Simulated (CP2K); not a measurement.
The system is NiMoIrPdW.

```
Ni Mo Pd Ir W
1.0
     2.76078    0.00000    0.00000
    -1.38039    2.39090    0.00000
     0.00000    0.00000   11.34051
Ni Mo Pd Ir W
1 1 1 1 1
Direct
  0.00000 0.00000 0.70917
  0.66667 0.33333 0.29425
  0.66667 0.33333 0.89901
  0.00000 0.00000 0.10604
  0.66667 0.33333 0.52921
```

The cell was built by a generator and needn't be a form met in nature.

Base run:

- Program: CP2K 2026.2
- Functional: PBEsol
- Potentials or basis: GTH_POTENTIALS Ni GTH-PBE-q18, Pd GTH-PBE-q18, Ir GTH-PBE-q17, W GTH-PBE-q14; POTENTIAL_UZH Mo GTH-PBE-q14; TZVP-MOLOPT-SR-GTH, TZVP-MOLOPT-PBE-GTH basis
- Density cutoff: 13606 eV
- k mesh: 11 × 11 × 3
- Occupations: fermi-dirac, width 0.05 eV
- Spin: collinear spin, ferromagnetic start
- Starting moments: [1.0, 1.0, 0.0, 0.6, 0.0] μB

Its results: pressure -8.6 GPa; largest force 0.227 eV/Å.

Problem. The run is repeated on the same cell with these changes: functional from PBEsol to LDA. What comes out?

Solution. Pressure -13.2 GPa; largest force 0.297 eV/Å.

LDA binds more tightly than PBEsol, so the same cell stands under less pressure.

Caveats: the potentials were made for another functional, which shifts forces and pressure; the basis of atomic orbitals isn't converged, which shifts pressures, moduli and gaps; the total moment is fixed, so each spin has its own Fermi level.
